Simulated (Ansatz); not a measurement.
This script makes a test of the smearing width of Si, space group Imma with the Python package of Ansatz (0.2.0).

`run_smear.py`
```python
import ansatz as az
import pandas as pd
from pymatgen.core import Lattice, Structure
from pymatgen.io.ase import AseAtomsAdaptor

FUNCTIONAL = "lda"
CUTOFF = 470
KGRID = (15, 15, 15)

pmg_structure = Structure(
    Lattice([[-2.251, 2.3685, 1.275], [2.251, -2.3685, 1.275], [2.251, 2.3685, -1.275]]),
    ["Si", "Si"],
    [
        [0.807, 0.057, 0.75],
        [0.193, 0.943, 0.25],
    ],
)
cell = az.Crystal.from_ase(AseAtomsAdaptor.get_atoms(pmg_structure))

model = (
    cell.calculation()
    .functional(FUNCTIONAL)
    .basis(CUTOFF)
    .kpoints(*KGRID)
)

rows = []
for value in [0.25, 0.15, 0.1, 0.05, 0.025]:
    report = model.occupations("gaussian", width=value).run(threads=1, pin="off").report
    rows.append((value, report["free_energy_ev"] / len(report["lattice"]["sites"]), report["n_iterations"], report["n_kpoints"]))

table = pd.DataFrame(rows, columns=["width (eV)", "F/atom (eV)", "iterations", "k-points"])
print(table.round(5).to_string(index=False))

for row in rows[:-1]:
    shift = 1000 * (row[1] - rows[-1][1])
    print(f"{row[0]}: {shift:+.2f} meV/atom" + ("  (within 2 meV)" if abs(shift) < 2 else ""))
```

From its runs, with one value withheld:

| width (eV) | F less the first row (meV/atom) |
| --- | --- |
| 0.025 | 0.00 |
| 0.05 | -0.17 |
| 0.1 | ? |
| 0.15 | -1.79 |
| 0.25 | -5.16 |

What is the missing value at a width of 0.1 eV?

For this scheme F falls about as the square of the width where the density of states is smooth. A straight line through the rows shown, against the width squared, has slope -83.4 meV/eV² and intercept 0.06 meV, which gives -0.78 meV at 0.1 eV. The run gave -0.78 meV, a miss of 0.00 meV.

Caveats:
- The narrowest width needs the finest mesh, so the last row is no converged reference.
- This isn't the structure that Si takes at ambient conditions.
- Wall time of the script: 34 s on 1 thread of Arm Neoverse V1 (shared host), peak memory 0.54 GiB.
